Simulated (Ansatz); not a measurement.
# MoC (triplet): trial inputs and their diagnosis at distance Mo1–C2 = 2.333 Å

3 inputs are run for MoC (triplet) as typed; the log has to tell whether the result can be used and what must change.

Computed with Ansatz 0.2.0, Gaussian basis. Level: the settings change from run to run.

34 further runs of the same task are left out: 9 for a known fault of the program, 20 that didn't finish, 5 set aside as unsound or not needed.

## (1) The system

The geometry derives from a PBE0/def2-TZVP stationary point (not a proven minimum). One bond is set to the value named and the two fragments are kept rigid. No spin-orbit coupling is included. Elements past krypton take def2 core potentials.

2 atoms, charge 0, spin multiplicity 3.

Atoms are counted from 1 here; the program's logs count them from 0.

Bond lengths: Mo1–C2 2.333 Å.

## (2) Attempt 1

The input, in.yaml:

```yaml
crystal:
  periodic: [false, false, false]
  atoms:
    - {symbol: Mo, position_ang: [0.000000, 0.000000, 0.000000]}
    - {symbol: C, position_ang: [0.000000, 0.000000, 2.333000]}
basis:
  gaussian: {orbitals: def2-SVP}
magnetization: {spin_polarized: false, initial_magnetization: 2}
correlation: {active_space: {window: {electrons: 4, orbitals: 4}, places: [1, 2]}}
```

The run is started by

```console
> ansatz run in.yaml --threads 1 --pin off --events-out ev --progress --plain --max-ram 2393MiB
```

Output:

```text
Error: invalid value for `correlation.active_space`: name one of window, places and ras
```

It took 0.03 s on 1 thread of Arm Neoverse V1, shared host.

Diagnosis: The run was refused. The active space is defined twice. To mend it, keep one definition.

## (3) Attempt 2

The input, in.yaml:

```yaml
crystal:
  periodic: [false, false, false]
  atoms:
    - {symbol: Mo, position_ang: [0.000000, 0.000000, 0.000000]}
    - {symbol: C, position_ang: [0.000000, 0.000000, 2.333000]}
basis:
  gaussian: {orbitals: def2-SVP}
magnetization: {spin_polarized: false, initial_magnetization: 10}
hamiltonian: {xc: {name: PBE0}, pseudopotentials: {relativity: scalar}}
correlation: {method: ccsd_t, electrons: outside_noble_gas}
scf: {lower_state_search: off}
```

Same command.

Output, shortened:

```text
Functional definition: PBE0
  name "PBE0"
  cite "Adamo & Barone, J. Chem. Phys. 110, 6158 (1999) doi:10.1063/1.478522"
  cite "Perdew, Burke & Ernzerhof, Phys. Rev. Lett. 77, 3865 (1996) doi:10.1103/PhysRevLett.77.3865"
  parent pbe
[...]
471 factors; integrals over basis functions are off by at most 7.9e-4 eV
[...]
mean field -2875.09349356 eV, -105.6577370800 hartree, gradient 2.4e-6 eV, S^2 30.000000; 0 other end points of the search recorded, 0 dependent functions left out
5 core orbitals not correlated: weight in the atoms' cores, before any rotation towards them, 0.999 or more for the frozen orbitals, at most 0.001 for the correlated occupied ones
reference -2858.59608703 eV, -105.0514685724 hartree; 10, 0 occupied and 30, 40 virtual orbitals, 471 factors
second order -2.11955796 eV of doubles, -0.07174152 eV of singles
cycle   1  -2.45107718 eV  change   -2.6e-1 eV  update   3.1e-2
[...]
cycle   9  -2.50808357 eV  change   -2.0e-6 eV  update   5.2e-6
perturbative correction -0.03355107 eV, -0.0012329790 hartree
Total energy: -2861.13772167 eV, -105.1448719227 hartree
Relativity: scalar
Checks for a lower state left out: stability, starts, cluster_reference, orbital_swaps, neighbouring_geometries, increment
```

It took 1.8 s on 1 thread of Arm Neoverse V1, shared host.

Diagnosis: The run converged, which proves nothing about the input. Far too many unpaired electrons are asked for. Its energy belongs to the state of multiplicity 11, not to the triplet that was meant. To mend it, set initial_magnetization to that of the wanted state.

## (4) Attempt 3

The input, in.yaml:

```yaml
crystal:
  periodic: [false, false, false]
  atoms:
    - {symbol: Mo, position_ang: [0.000000, 0.000000, 0.000000]}
    - {symbol: C, position_ang: [0.000000, 0.000000, 2.333000]}
basis:
  gaussian: {orbitals: def2-SVP}
magnetization: {spin_polarized: false, initial_magnetization: 2}
correlation: {active_space: {ras: {orbitals: [9, 2, 34], electrons: 17, max_holes: 2, max_particles: 2}, fixed_orbitals: true}}
accuracy: high
```

The command is unchanged.

Output:

```text
Functional definition: HF
  name "HF"
  cite "Fock, Z. Phys. 61, 126 (1930) doi:10.1007/BF01340294"
  parent pbe
  exchange = exact_x
  correlation = 0
894 factors; integrals over basis functions are off by at most 3.0e-9 eV
mean field evaluation 1: about -2852.8626 eV, gradient 2.7e1 eV
mean field evaluation 2: about -2852.9393 eV, gradient 2.7e1 eV
mean field evaluation 4: about -2855.2813 eV, gradient 1.4e1 eV
mean field evaluation 8: about -2857.1475 eV, gradient 2.1e0 eV
mean field evaluation 16: about -2857.2310 eV, gradient 2.2e-1 eV
mean field evaluation 32: about -2857.2329 eV, gradient 1.8e-1 eV
mean field evaluation 64: about -2857.2322 eV, gradient 1.2e-4 eV
mean field evaluation 96: about -2856.8764 eV, gradient 6.3e-4 eV
mean field evaluation 128: about -2857.0818 eV, gradient 2.3e-8 eV
mean field evaluation 160: about -2856.8415 eV, gradient 1.0e0 eV
mean field evaluation 192: about -2857.0701 eV, gradient 6.6e-1 eV
mean field evaluation 224: about -2857.2511 eV, gradient 4.7e-4 eV
mean field evaluation 256: about -2856.8068 eV, gradient 3.8e0 eV
mean field evaluation 288: about -2856.9016 eV, gradient 4.2e-5 eV
mean field evaluation 320: about -2857.6077 eV, gradient 2.9e-8 eV
mean field evaluation 352: about -2857.6197 eV, gradient 1.1e-1 eV
mean field evaluation 384: about -2857.5850 eV, gradient 9.8e-1 eV
mean field evaluation 416: about -2857.3267 eV, gradient 1.7e0 eV
mean field evaluation 448: about -2857.6396 eV, gradient 2.5e0 eV
mean field evaluation 480: about -2857.5809 eV, gradient 1.2e0 eV
mean field evaluation 512: about -2857.3748 eV, gradient 2.3e-1 eV
mean field evaluation 544: about -2857.2019 eV, gradient 1.1e-1 eV
mean field evaluation 576: about -2857.4537 eV, gradient 1.8e-1 eV
mean field evaluation 608: about -2857.5597 eV, gradient 5.1e-2 eV
mean field evaluation 640: about -2857.4056 eV, gradient 9.3e-1 eV
mean field evaluation 672: about -2857.1073 eV, gradient 1.2e0 eV
mean field evaluation 704: about -2857.5572 eV, gradient 3.6e-1 eV
mean field evaluation 736: about -2857.1532 eV, gradient 8.4e-1 eV
mean field evaluation 768: about -2857.6503 eV, gradient 5.5e-1 eV
mean field evaluation 800: about -2856.9002 eV, gradient 5.3e-1 eV
mean field evaluation 832: about -2856.9411 eV, gradient 5.5e-2 eV
mean field evaluation 864: about -2857.1032 eV, gradient 2.7e-1 eV
mean field evaluation 896: about -2857.6580 eV, gradient 4.2e-1 eV
mean field evaluation 928: about -2857.7011 eV, gradient 1.3e0 eV
mean field evaluation 960: about -2857.0943 eV, gradient 2.8e0 eV
mean field evaluation 992: about -2857.4042 eV, gradient 5.2e0 eV
mean field evaluation 1024: about -2854.4890 eV, gradient 1.2e1 eV
mean field evaluation 1056: about -2857.2116 eV, gradient 2.1e0 eV
mean field evaluation 1088: about -2857.3782 eV, gradient 1.3e-6 eV
mean field evaluation 1120: about -2857.0807 eV, gradient 1.7e-3 eV
mean field -2857.74022912 eV, -105.0200163741 hartree, gradient 2.7e-8 eV, S^2 2.000000; 57 other end points of the search recorded, 0 dependent functions left out
reference -2857.74022912 eV, -105.0200163741 hartree; 11, 9 occupied and 34, 36 virtual orbitals, 894 factors
Error: 17 electrons in 45 orbitals form no window around the highest filled level of the reference
```

Run time: 15 s. Hardware: 1 thread of Arm Neoverse V1, shared host.

Diagnosis: The run stopped with an error. The electron count of the restricted space is wrong. Fix: count the correlated electrons again.

## (5) Summary

```csv
attempt,level,ended,cause,time
1,"CASSCF(4,4)/def2-SVP",refused,the active space is defined twice,0.03 s
2,CCSD(T)/def2-SVP,converged,far too many unpaired electrons are asked for,1.8 s
3,CISD/def2-SVP,stopped by an error,the electron count of the restricted space is wrong,15 s
```

1 refused, 1 converged, 1 stopped by an error. The input that converges on a wrong geometry or spin is the dangerous one: no error points at it, so geometry and ⟨S²⟩ have to be checked.
